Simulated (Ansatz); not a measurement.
# CH₅ClGeO: basis-set convergence

Aim: see how fast density functionals converge with the basis set for CH₅ClGeO.

Computed with Ansatz 0.2.0, Gaussian basis. Level: one geometry, several basis sets.

Plan: PBE0-D4/def2-SVP; ωB97M-V/def2-SVP; PBE0-D4/def2-QZVPP; ωB97M-V/def2-QZVPP; the functionals' def2-TZVPP values are taken from earlier runs.

**1. Structure used throughout**

An earlier PBE0-D4 in a triple-zeta def2 set relaxation fixed the geometry.

SMILES `C[O][GeH2][Cl]`, 9 atoms, charge 0, spin multiplicity 1.

Atoms are counted from 1 here; the program's logs count them from 0.

Bond lengths: C1–O2 1.410 Å, C1–H5 1.092 Å, C1–H6 1.098 Å, C1–H7 1.098 Å, O2–Ge3 1.768 Å, Ge3–Cl4 2.134 Å, Ge3–H8 1.537 Å, Ge3–H9 1.537 Å. Angles: O2–C1–H5 107.7°, O2–C1–H6 112.2°, O2–C1–H7 112.2°, H5–C1–H6 108.1°, H5–C1–H7 108.1°, H6–C1–H7 108.4°, C1–O2–Ge3 117.7°, O2–Ge3–Cl4 104.6°, O2–Ge3–H8 110.2°, O2–Ge3–H9 110.3°, Cl4–Ge3–H8 108.9°, Cl4–Ge3–H9 108.8°, H8–Ge3–H9 113.8°.

**2. PBE0-D4 in def2-SVP**

in.yaml

```yaml
crystal:
  periodic: [false, false, false]
  atoms:
    - {symbol: C, position_ang: [-0.741300, 0.631849, 1.031230]}
    - {symbol: O, position_ang: [-0.458000, -0.587413, 0.382009]}
    - {symbol: Ge, position_ang: [0.703019, -0.557931, -0.951242]}
    - {symbol: Cl, position_ang: [0.842713, -2.591071, -1.585911]}
    - {symbol: H, position_ang: [-1.466302, 0.426463, 1.821159]}
    - {symbol: H, position_ang: [0.151246, 1.072584, 1.494528]}
    - {symbol: H, position_ang: [-1.180746, 1.372618, 0.350303]}
    - {symbol: H, position_ang: [2.080047, -0.099812, -0.445574]}
    - {symbol: H, position_ang: [0.157724, 0.286413, -2.113601]}
basis:
  gaussian: {orbitals: def2-SVP}
hamiltonian: {xc: pbe0, dispersion: d4}
output: {orbitals: {seedname: orbitals}}
```

Launch:

```bash
ansatz run in.yaml --threads 4 --pin off --events-out ev --progress --plain --max-ram 10444MiB
```

Further steps of the session: ωB97M-V in def2-SVP; PBE0-D4 in def2-QZVPP; ωB97M-V in def2-QZVPP.

Before running them: what should the planned runs give, taken together? Wanted: PBE0-D4: double and triple zeta above quadruple; ωB97M-V: double and triple zeta above quadruple.

**Answer**, as computed:

| quantity | value |
| --- | --- |
| PBE0-D4: double and triple zeta above quadruple | 17.04, 1.79 eV |
| ωB97M-V: double and triple zeta above quadruple | 17.05, 1.73 eV |

**Reading.** For PBE0-D4 the step from double to triple zeta gains 15.25 eV and the next only 1.79 eV. These are total energies; as a rule much of such shifts cancels in differences, which this series doesn't test. The LUMO of ωB97M-V is positive and keeps falling with the basis (2.19 to 1.33 eV): an unbound level that the basis holds in place.
